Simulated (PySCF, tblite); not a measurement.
# C3H3ClFNO: dynamics, then NMR shifts on frames

How do NMR shifts of C3H3ClFNO (`NC(=O)/C(F)=C\Cl`) change as the atoms move?

Programs: tblite 0.8.0 and PySCF 2.14.0, with density-fitted response routines of our own. Each step states its level of theory. These are calculated values for one molecule in the gas phase, unless marked as measured. Atoms count from 0, in the outputs and in this text.

## 1. The starting structure

10 atoms, charge 0, multiplicity 1; geometry from: GFN2-xTB.

Bonds of the start (Å): N0–C1 1.35, C1–O2 1.21, C1–C3 1.49, C3–F4 1.36, C3–C5 1.33, C5–Cl6 1.69, N0–H7 1.01, N0–H8 1.00, C5–H9 1.08.

## 2. Dynamics with GFN2-xTB

The job: settings as JSON, then the geometry in Å.

```
{"job": {"kind": "md", "xc": "GFN2-xTB", "basis": "xTB", "temperature": 200, "steps": 2000, "every": 50, "frames": 5}, "charge": 0, "multiplicity": 1}
N     -1.796960    -0.054595    -0.369179
C     -0.637768     0.531303     0.000211
O     -0.543898     1.700274     0.300977
C      0.531320    -0.395144     0.006955
F      0.253338    -1.675196    -0.355534
C      1.797430    -0.114761     0.323476
Cl     2.332001     1.418217     0.796730
H     -2.629789     0.508278    -0.397246
H     -1.851027    -1.027295    -0.615248
H      2.554233    -0.886426     0.286330
```

Method: GFN2-xTB Langevin dynamics, gas phase.

Launch:

```bash
> OMP_NUM_THREADS=1 python probes_run.py task.json out
```

The driver reads the jobs from task.json and runs them one after another.

The log of the run:

```text
t/fs     T/K      E/eV
    0.0   169.5   -658.39013
   25.0    79.0   -658.24777
   50.0   184.5   -658.30986
   75.0   164.9   -658.28595
  100.0   123.9   -658.22527
  125.0   108.1   -658.24826
  150.0    88.4   -658.23698
  175.0   193.5   -658.27253
  200.0   156.5   -658.11914
  225.0   265.5   -658.19839
  250.0   204.8   -658.14542
  275.0   216.4   -658.13425
  300.0   246.1   -658.14786
  325.0   228.9   -658.08185
  350.0   168.9   -658.14252
  375.0   130.5   -658.13900
  400.0   150.7   -658.17196
  425.0   218.3   -658.19450
  450.0   161.9   -658.03196
  475.0   188.3   -658.11488
  500.0   167.6   -658.00464
  525.0   229.7   -657.95606
  550.0   233.0   -658.11991
  575.0   221.0   -658.13408
  600.0   210.0   -658.11406
  625.0   283.0   -658.20930
  650.0   228.5   -658.24030
  675.0   266.8   -658.21132
  700.0   277.7   -658.12520
  725.0   183.1   -658.13949
  750.0   231.5   -658.22089
  775.0   254.0   -658.19569
  800.0   286.9   -658.17381
  825.0   280.3   -658.17370
  850.0   225.3   -658.00170
  875.0   315.9   -658.10044
  900.0   225.0   -657.96757
  925.0   266.2   -658.14029
  950.0   267.1   -658.13831
  975.0   258.7   -658.15171
 1000.0   272.2   -658.10011
```

Wall time 9.6 s (1 thread of Arm Neoverse V1, shared host); peak memory 0.18 GiB.

Distance from the start (root mean square after alignment): 0 fs 0.00 Å, 200 fs 0.10 Å, 400 fs 0.14 Å, 600 fs 0.10 Å, 800 fs 0.11 Å, 1000 fs 0.13 Å.

Positions (Å) and forces (eV/Å) at 1000 fs:

```xyz
10

N    -1.885    0.461   -0.588    0.233    0.248    0.121
C    -0.874    0.921    0.180    0.156   -0.364    1.169
O    -0.768    2.090    0.508    0.174   -0.826   -0.406
C     0.036   -0.220    0.732    0.079    1.528   -0.787
F    -0.419   -1.438    0.436   -0.070   -0.721   -0.096
C     1.257   -0.030    1.263   -1.299   -1.247    0.090
Cl    1.658    1.497    1.687    1.016    1.645    0.464
H    -2.553    1.179   -0.861    0.142   -0.644   -0.086
H    -1.988   -0.532   -0.750   -0.231    0.427   -0.133
H     1.902   -0.813    1.657   -0.199   -0.046   -0.337
```

## 3. Nuclear shieldings: 250 fs, PBE0/pcSseg-1

The job: settings as JSON, then the geometry in Å.

```
{"job": {"kind": "nmr", "xc": "PBE0", "basis": "pcSseg-1", "pop": false}, "charge": 0, "multiplicity": 1}
N     -1.795000     0.080600    -0.598700
C     -0.730500     0.504800     0.072700
O     -0.596300     1.604500     0.522300
C      0.402900    -0.513600     0.038900
F      0.051700    -1.770500    -0.295200
C      1.735000    -0.285100     0.249600
Cl     2.326500     1.313300     0.623200
H     -2.485500     0.803000    -0.680200
H     -1.856700    -0.757500    -1.162100
H      2.411300    -1.168600     0.284200
```

Level: GIAO PBE0/pcSseg-1 NMR shielding, non-relativistic, gas phase.

The log of the run:

```text
coarse grid: 9976 points
cycle   1  E = -805.3228981852  dE =  1.229e+00  |g| = 9.220e-01  |ddm| = 3.013e+00
cycle   2  E = -804.6976590301  dE =  6.252e-01  |g| = 1.981e+00  |ddm| = 2.688e+00
cycle   3  E = -805.4775017758  dE = -7.798e-01  |g| = 2.338e-01  |ddm| = 2.084e+00
cycle   4  E = -805.4854045146  dE = -7.903e-03  |g| = 1.212e-01  |ddm| = 2.359e-01
cycle   5  E = -805.4879533479  dE = -2.549e-03  |g| = 2.151e-02  |ddm| = 8.792e-02
cycle   6  E = -805.4880396273  dE = -8.628e-05  |g| = 1.020e-02  |ddm| = 2.261e-02
cycle   7  E = -805.4880625129  dE = -2.289e-05  |g| = 3.066e-03  |ddm| = 9.208e-03
cycle   8  E = -805.4880645792  dE = -2.066e-06  |g| = 7.734e-04  |ddm| = 2.995e-03
final grid: 95296 points
cycle   9  E = -805.5432258614  dE = -1.364e-05  |g| = 1.245e-02  |ddm| = 2.077e-02
cycle  10  E = -805.5431404174  dE =  8.544e-05  |g| = 2.465e-02  |ddm| = 2.575e-02
cycle  11  E = -805.5432543207  dE = -1.139e-04  |g| = 1.846e-03  |ddm| = 1.849e-02
cycle  12  E = -805.5432549150  dE = -5.943e-07  |g| = 5.826e-04  |ddm| = 1.805e-03
cycle  13  E = -805.5432549677  dE = -5.266e-08  |g| = 1.597e-04  |ddm| = 5.383e-04
cycle  14  E = -805.5432549725  dE = -4.794e-09  |g| = 6.165e-05  |ddm| = 1.603e-04
cycle  15  E = -805.5432549734  dE = -8.672e-10  |g| = 1.651e-05  |ddm| = 5.480e-05
converged SCF energy = -805.5432549734

GIAO shielding tensors (ppm)
atom      isotropic    diamagn.    paramagn.     s11        s22        s33       span
  0 N      156.749     322.402    -165.653     63.496    169.204    237.548    174.052
  1 C       30.307     245.461    -215.154    -58.616     57.146     92.391    151.008
  2 O      -57.258     400.776    -458.035   -314.732   -184.734    327.691    642.423
  3 C       16.020     252.555    -236.534    -89.590     59.351     78.299    167.889
  4 F      303.989     475.185    -171.196    238.542    307.118    366.307    127.765
  5 C       49.480     254.010    -204.530    -39.337     65.166    122.610    161.947
  6 Cl     743.025    1145.641    -402.616    551.396    773.742    903.937    352.541
  7 H       27.268      29.810      -2.542     23.152     23.787     34.865     11.714
  8 H       25.759      31.451      -5.692     20.327     25.475     31.475     11.148
  9 H       24.095      27.474      -3.379     20.501     24.866     26.918      6.417
```

It took 12 s on 1 thread of Arm Neoverse V1, shared host; peak memory 0.68 GiB.

Shifts follow as δ = σ(reference) − σ, with reference shieldings (ppm) from runs at the same level and on the same kind of geometry: 1H TMS 31.72, 13C TMS 186.9, 19F CFCl3 170.9, 15N NH3 267.7, 17O H2O 336.1, 35Cl HCl 950. The references are single molecules in the gas phase, so shifts against H2O, NH3, PH3, H3PO4 or CFCl3 are not on the usual liquid scales and can be off by tens of ppm. Each atom is listed at this fixed geometry, with no averaging over motion; a spectrum would average atoms that exchange fast.

| atoms | environment | σ (ppm) | δ (ppm) |
| --- | --- | --- | --- |
| C3 | α carbon of a C=C–C=O unit | 16.0 | 170.9 |
| C1 | amide carbonyl carbon | 30.3 | 156.6 |
| C5 | β carbon of a C=C–C=O unit | 49.5 | 137.4 |
| H9 | hydrogen on a β carbon of a C=C–C=O unit | 24.10 | 7.62 |
| H8 | hydrogen on an amide-type nitrogen | 25.76 | 5.96 |
| H7 | hydrogen on an amide-type nitrogen | 27.27 | 4.45 |
| N0 | amide-type nitrogen | 156.7 | 111.0 |
| O2 | amide-type carbonyl oxygen | -57.3 | 393.3 |
| F4 | vinylic fluorine | 304.0 | -133.0 |
| Cl6 | chlorine bonded to C | 743 | 207 |

## 4. NMR shieldings: 425 fs, PBE0/pcSseg-1

The job: settings as JSON, then the geometry in Å.

```
{"job": {"kind": "nmr", "xc": "PBE0", "basis": "pcSseg-1", "pop": false}, "charge": 0, "multiplicity": 1}
N     -1.915200    -0.166900    -0.253800
C     -0.733600     0.402200     0.031100
O     -0.520900     1.535800     0.347600
C      0.437700    -0.611100     0.067200
F      0.056100    -1.879000    -0.083300
C      1.752000    -0.376300     0.090200
Cl     2.405800     1.202100     0.291500
H     -2.787200     0.411000    -0.424100
H     -1.892100    -1.143900    -0.538400
H      2.499100    -1.162900     0.037500
```

With the program's defaults for keys left out, this is: GIAO PBE0/pcSseg-1 NMR shielding, non-relativistic, gas phase.

The log of the run:

```text
coarse grid: 9976 points
cycle   1  E = -805.3253278102  dE =  1.247e+00  |g| = 9.237e-01  |ddm| = 3.029e+00
cycle   2  E = -804.7066907709  dE =  6.186e-01  |g| = 1.978e+00  |ddm| = 2.673e+00
cycle   3  E = -805.4820036739  dE = -7.753e-01  |g| = 2.236e-01  |ddm| = 2.058e+00
cycle   4  E = -805.4890821874  dE = -7.079e-03  |g| = 1.178e-01  |ddm| = 2.233e-01
cycle   5  E = -805.4914664559  dE = -2.384e-03  |g| = 1.873e-02  |ddm| = 8.338e-02
cycle   6  E = -805.4915384707  dE = -7.201e-05  |g| = 7.362e-03  |ddm| = 1.976e-02
cycle   7  E = -805.4915495720  dE = -1.110e-05  |g| = 2.763e-03  |ddm| = 7.453e-03
cycle   8  E = -805.4915512192  dE = -1.647e-06  |g| = 6.926e-04  |ddm| = 2.702e-03
final grid: 95296 points
cycle   9  E = -805.5457180525  dE = -1.900e-05  |g| = 1.157e-02  |ddm| = 2.191e-02
cycle  10  E = -805.5456444390  dE =  7.361e-05  |g| = 2.288e-02  |ddm| = 2.344e-02
cycle  11  E = -805.5457426795  dE = -9.824e-05  |g| = 1.688e-03  |ddm| = 1.701e-02
cycle  12  E = -805.5457431801  dE = -5.006e-07  |g| = 5.402e-04  |ddm| = 1.681e-03
cycle  13  E = -805.5457432255  dE = -4.544e-08  |g| = 1.372e-04  |ddm| = 5.000e-04
cycle  14  E = -805.5457432287  dE = -3.178e-09  |g| = 5.246e-05  |ddm| = 1.390e-04
cycle  15  E = -805.5457432293  dE = -6.276e-10  |g| = 1.593e-05  |ddm| = 5.118e-05
converged SCF energy = -805.5457432293

GIAO shielding tensors (ppm)
atom      isotropic    diamagn.    paramagn.     s11        s22        s33       span
  0 N      157.617     323.856    -166.239     67.363    173.319    232.170    164.807
  1 C       27.958     244.886    -216.929    -70.352     68.936     85.288    155.640
  2 O      -69.532     401.113    -470.645   -344.659   -201.710    337.772    682.431
  3 C       24.486     252.862    -228.376    -71.420     62.076     82.801    154.220
  4 F      311.424     475.050    -163.625    250.222    306.828    377.224    127.003
  5 C       60.232     252.652    -192.420    -19.782     67.505    132.972    152.754
  6 Cl     770.821    1145.939    -375.118    588.605    825.408    898.449    309.844
  7 H       25.608      27.273      -1.665     21.414     21.783     33.626     12.212
  8 H       25.785      31.489      -5.703     19.463     27.748     30.144     10.681
  9 H       24.736      28.147      -3.411     20.218     25.140     28.849      8.632
```

Run time: 11 s. Hardware: 1 thread of Arm Neoverse V1, shared host; peak memory 0.71 GiB.

This run: δ C3 162.4, C1 159.0, C5 126.7, N0 110.1, H9 6.98, H7 6.11 ppm.

## 5. Shielding tensors: 625 fs, PBE0/pcSseg-1

The job: settings as JSON, then the geometry in Å.

```
{"job": {"kind": "nmr", "xc": "PBE0", "basis": "pcSseg-1", "pop": false}, "charge": 0, "multiplicity": 1}
N     -1.804800    -0.333100    -0.247300
C     -0.677800     0.239800     0.127400
O     -0.667700     1.409300     0.453300
C      0.512800    -0.701300     0.215000
F      0.246800    -1.983100    -0.164700
C      1.755900    -0.415500     0.589000
Cl     2.363600     1.124900     0.941400
H     -2.730900     0.114400    -0.099900
H     -1.802500    -1.317800    -0.524500
H      2.429900    -1.228500     0.603100
```

With the program's defaults for keys left out, this is: GIAO PBE0/pcSseg-1 NMR shielding, non-relativistic, gas phase.

The log of the run:

```text
coarse grid: 9976 points
cycle   1  E = -805.3192098424  dE =  1.297e+00  |g| = 9.370e-01  |ddm| = 3.052e+00
cycle   2  E = -804.6029889221  dE =  7.162e-01  |g| = 2.080e+00  |ddm| = 3.022e+00
cycle   3  E = -805.4796240577  dE = -8.766e-01  |g| = 2.409e-01  |ddm| = 2.389e+00
cycle   4  E = -805.4877963731  dE = -8.172e-03  |g| = 1.305e-01  |ddm| = 2.510e-01
cycle   5  E = -805.4906845681  dE = -2.888e-03  |g| = 1.969e-02  |ddm| = 9.063e-02
cycle   6  E = -805.4907629833  dE = -7.842e-05  |g| = 7.836e-03  |ddm| = 2.108e-02
cycle   7  E = -805.4907754536  dE = -1.247e-05  |g| = 2.740e-03  |ddm| = 8.078e-03
cycle   8  E = -805.4907769905  dE = -1.537e-06  |g| = 8.450e-04  |ddm| = 2.796e-03
final grid: 95296 points
cycle   9  E = -805.5459226680  dE = -1.800e-05  |g| = 1.235e-02  |ddm| = 2.319e-02
cycle  10  E = -805.5458340675  dE =  8.860e-05  |g| = 2.491e-02  |ddm| = 2.697e-02
cycle  11  E = -805.5459509198  dE = -1.169e-04  |g| = 1.846e-03  |ddm| = 1.968e-02
cycle  12  E = -805.5459515192  dE = -5.993e-07  |g| = 5.828e-04  |ddm| = 1.817e-03
cycle  13  E = -805.5459515715  dE = -5.235e-08  |g| = 1.460e-04  |ddm| = 5.481e-04
cycle  14  E = -805.5459515750  dE = -3.476e-09  |g| = 5.281e-05  |ddm| = 1.391e-04
cycle  15  E = -805.5459515756  dE = -6.182e-10  |g| = 1.681e-05  |ddm| = 5.391e-05
converged SCF energy = -805.5459515756

GIAO shielding tensors (ppm)
atom      isotropic    diamagn.    paramagn.     s11        s22        s33       span
  0 N      154.978     322.981    -168.003     68.926    170.628    225.382    156.456
  1 C       26.898     242.583    -215.686    -69.118     57.821     91.990    161.107
  2 O      -72.320     401.715    -474.035   -342.536   -207.503    333.080    675.616
  3 C       23.392     253.455    -230.062    -72.383     65.655     76.904    149.287
  4 F      308.155     475.075    -166.920    250.521    330.416    343.527     93.005
  5 C       60.631     252.305    -191.673    -25.989     71.202    136.681    162.670
  6 Cl     781.039    1145.721    -364.682    604.222    845.988    892.907    288.685
  7 H       25.974      28.691      -2.717     21.848     22.453     33.621     11.773
  8 H       25.971      31.172      -5.201     19.593     26.948     31.371     11.779
  9 H       25.486      28.558      -3.073     21.149     25.950     29.359      8.210
```

Run time: 11 s. Hardware: 1 thread of Arm Neoverse V1, shared host; peak memory 0.71 GiB.

Key values: δ C3 163.5, C1 160.0, C5 126.3, N0 112.8, H9 6.23, H8 5.75 ppm.

## 6. Nuclear shieldings: 800 fs, PBE0/pcSseg-1

The job: settings as JSON, then the geometry in Å.

```
{"job": {"kind": "nmr", "xc": "PBE0", "basis": "pcSseg-1", "pop": false}, "charge": 0, "multiplicity": 1}
N     -1.923500    -0.249400    -0.312600
C     -0.870200     0.454300     0.215200
O     -0.906000     1.641800     0.473700
C      0.373200    -0.347800     0.387800
F      0.247800    -1.654300     0.071900
C      1.592100    -0.081000     0.968700
Cl     2.143700     1.484700     1.334400
H     -2.755100     0.207400    -0.543400
H     -1.909800    -1.270000    -0.497900
H      2.232600    -0.940300     1.141900
```

Level: GIAO PBE0/pcSseg-1 NMR shielding, non-relativistic, gas phase.

The log of the run:

```text
coarse grid: 9976 points
cycle   1  E = -805.3199102103  dE =  1.202e+00  |g| = 9.338e-01  |ddm| = 3.028e+00
cycle   2  E = -804.6228922368  dE =  6.970e-01  |g| = 2.055e+00  |ddm| = 2.797e+00
cycle   3  E = -805.4774225431  dE = -8.545e-01  |g| = 2.533e-01  |ddm| = 2.207e+00
cycle   4  E = -805.4869482146  dE = -9.526e-03  |g| = 1.281e-01  |ddm| = 2.555e-01
cycle   5  E = -805.4898411034  dE = -2.893e-03  |g| = 1.787e-02  |ddm| = 8.993e-02
cycle   6  E = -805.4899024412  dE = -6.134e-05  |g| = 8.600e-03  |ddm| = 1.971e-02
cycle   7  E = -805.4899176163  dE = -1.518e-05  |g| = 3.337e-03  |ddm| = 8.359e-03
cycle   8  E = -805.4899201132  dE = -2.497e-06  |g| = 8.473e-04  |ddm| = 3.173e-03
final grid: 95296 points
cycle   9  E = -805.5451870367  dE = -1.895e-05  |g| = 1.190e-02  |ddm| = 2.336e-02
cycle  10  E = -805.5451024917  dE =  8.454e-05  |g| = 2.416e-02  |ddm| = 2.578e-02
cycle  11  E = -805.5452132207  dE = -1.107e-04  |g| = 1.836e-03  |ddm| = 1.879e-02
cycle  12  E = -805.5452138277  dE = -6.071e-07  |g| = 5.797e-04  |ddm| = 1.778e-03
cycle  13  E = -805.5452138811  dE = -5.340e-08  |g| = 1.599e-04  |ddm| = 5.440e-04
cycle  14  E = -805.5452138855  dE = -4.385e-09  |g| = 6.489e-05  |ddm| = 1.640e-04
cycle  15  E = -805.5452138865  dE = -1.012e-09  |g| = 1.834e-05  |ddm| = 6.573e-05
cycle  16  E = -805.5452138866  dE = -7.026e-11  |g| = 4.850e-06  |ddm| = 1.539e-05
converged SCF energy = -805.5452138866

GIAO shielding tensors (ppm)
atom      isotropic    diamagn.    paramagn.     s11        s22        s33       span
  0 N      156.251     322.026    -165.775     62.546    176.073    230.134    167.588
  1 C       25.392     243.479    -218.087    -70.016     57.839     88.353    158.369
  2 O      -91.363     399.843    -491.206   -399.318   -222.180    347.410    746.728
  3 C       20.376     251.546    -231.170    -81.684     60.138     82.673    164.357
  4 F      302.639     475.780    -173.141    247.832    316.178    343.908     96.076
  5 C       50.271     253.031    -202.761    -40.903     64.589    127.126    168.029
  6 Cl     752.113    1145.437    -393.325    563.726    839.728    852.885    289.159
  7 H       27.982      30.975      -2.993     23.553     24.180     36.213     12.660
  8 H       25.336      30.693      -5.357     19.403     25.547     31.058     11.655
  9 H       24.437      28.537      -4.099     20.564     24.317     28.431      7.867
```

It took 12 s on 1 thread of Arm Neoverse V1, shared host; peak memory 0.71 GiB.

Key values: δ C3 166.5, C1 161.5, C5 136.7, N0 111.5, H9 7.28, H8 6.38 ppm.

## 7. Nuclear shieldings: 1000 fs, PBE0/pcSseg-1

The job: settings as JSON, then the geometry in Å.

```
{"job": {"kind": "nmr", "xc": "PBE0", "basis": "pcSseg-1", "pop": false}, "charge": 0, "multiplicity": 1}
N     -1.884700     0.461300    -0.587600
C     -0.873600     0.920800     0.180500
O     -0.768100     2.089600     0.508500
C      0.035600    -0.220300     0.732100
F     -0.418900    -1.438300     0.436000
C      1.257400    -0.030200     1.263300
Cl     1.658400     1.497400     1.686600
H     -2.552500     1.179100    -0.861400
H     -1.988500    -0.532400    -0.750100
H      1.901600    -0.813100     1.656700
```

With the program's defaults for keys left out, this is: GIAO PBE0/pcSseg-1 NMR shielding, non-relativistic, gas phase.

The log of the run:

```text
coarse grid: 9976 points
cycle   1  E = -805.3124988620  dE =  1.328e+00  |g| = 9.320e-01  |ddm| = 3.050e+00
cycle   2  E = -804.6086175305  dE =  7.039e-01  |g| = 2.075e+00  |ddm| = 2.715e+00
cycle   3  E = -805.4718313495  dE = -8.632e-01  |g| = 2.339e-01  |ddm| = 2.127e+00
cycle   4  E = -805.4795746794  dE = -7.743e-03  |g| = 1.252e-01  |ddm| = 2.381e-01
cycle   5  E = -805.4822727749  dE = -2.698e-03  |g| = 1.959e-02  |ddm| = 8.970e-02
cycle   6  E = -805.4823532342  dE = -8.046e-05  |g| = 7.057e-03  |ddm| = 2.071e-02
cycle   7  E = -805.4823630045  dE = -9.770e-06  |g| = 2.737e-03  |ddm| = 7.118e-03
final grid: 95296 points
cycle   8  E = -805.5367540322  dE = -3.754e-06  |g| = 1.458e-02  |ddm| = 2.109e-02
cycle   9  E = -805.5366286313  dE =  1.254e-04  |g| = 2.933e-02  |ddm| = 3.054e-02
cycle  10  E = -805.5367944639  dE = -1.658e-04  |g| = 2.010e-03  |ddm| = 2.172e-02
cycle  11  E = -805.5367951888  dE = -7.249e-07  |g| = 6.201e-04  |ddm| = 1.855e-03
cycle  12  E = -805.5367952644  dE = -7.560e-08  |g| = 1.679e-04  |ddm| = 6.074e-04
cycle  13  E = -805.5367952707  dE = -6.298e-09  |g| = 5.203e-05  |ddm| = 1.769e-04
cycle  14  E = -805.5367952712  dE = -5.630e-10  |g| = 1.269e-05  |ddm| = 5.011e-05
converged SCF energy = -805.5367952712

GIAO shielding tensors (ppm)
atom      isotropic    diamagn.    paramagn.     s11        s22        s33       span
  0 N      151.438     323.359    -171.922     48.328    167.071    238.914    190.587
  1 C       20.825     244.083    -223.259    -72.347     49.387     85.434    157.781
  2 O      -87.322     398.924    -486.245   -353.912   -215.448    307.396    661.308
  3 C       21.944     250.879    -228.935    -76.472     61.186     81.119    157.591
  4 F      311.235     475.341    -164.105    244.388    300.439    388.879    144.490
  5 C       64.492     251.164    -186.672    -19.292     73.083    139.684    158.976
  6 Cl     805.705    1145.741    -340.035    633.275    849.880    933.961    300.686
  7 H       26.269      28.756      -2.488     22.498     22.893     33.415     10.917
  8 H       25.332      31.943      -6.611     19.325     26.396     30.275     10.951
  9 H       24.744      28.065      -3.321     20.076     25.760     28.396      8.320
```

Wall time 11 s (1 thread of Arm Neoverse V1, shared host); peak memory 0.71 GiB.

Key values: δ C1 166.1, C3 165.0, C5 122.4, N0 116.3, H9 6.97, H8 6.38 ppm.

## 8. Run by run: NMR shifts

Shifts (ppm) of some atoms, chosen among heavy atoms and hydrogens apart, with basis size and wall time:

| frame | C1 | C5 | H9 | H7 | O2 | F4 | Cl6 | functions | time |
| --- | --- | --- | --- | --- | --- | --- | --- | --- | --- |
| 250 fs | 156.6 | 137.4 | 7.62 | 4.45 | 393.3 | -133.0 | 207 | 141 | 12 s |
| 425 fs | 159.0 | 126.7 | 6.98 | 6.11 | 405.6 | -140.5 | 179 | 141 | 11 s |
| 625 fs | 160.0 | 126.3 | 6.23 | 5.74 | 408.4 | -137.2 | 169 | 141 | 11 s |
| 800 fs | 161.5 | 136.7 | 7.28 | 3.73 | 427.4 | -131.7 | 198 | 141 | 12 s |
| 1000 fs | 166.1 | 122.4 | 6.97 | 5.45 | 423.4 | -140.3 | 144 | 141 | 11 s |

## 9. Results

```
                                        quantity                    value
                                      thermostat                    200 K
                   mean temperature, second half                    247 K
         mean potential energy above the minimum                  0.27 eV
  13C shifts against TMS (PBE0/pcSseg-1, 250 fs)  170.9, 156.6, 137.4 ppm
   1H shifts against TMS (PBE0/pcSseg-1, 250 fs)     7.62, 5.96, 4.45 ppm
  15N shifts against NH3 (PBE0/pcSseg-1, 250 fs)                111.0 ppm
  17O shifts against H2O (PBE0/pcSseg-1, 250 fs)                393.3 ppm
19F shifts against CFCl3 (PBE0/pcSseg-1, 250 fs)               -133.0 ppm
 35Cl shifts against HCl (PBE0/pcSseg-1, 250 fs)                  207 ppm
                       range of the shift of Cl6           144 to 207 ppm
```

In the second half the potential energy averages 0.27 eV above the minimum; equipartition over 24 harmonic modes at 200 K would give 0.21 eV. With 10 atoms the temperature swings widely (79 to 316 K). Shifts at one fixed geometry are not the observed spectrum, which averages over the motion. In the first frame run (250 fs): The widest tensor belongs to O2: span 642 ppm, with a paramagnetic part of -458 ppm. Across the 5 runs the shift of Cl6 moves most, between 144 (1000 fs) and 207 ppm (250 fs).
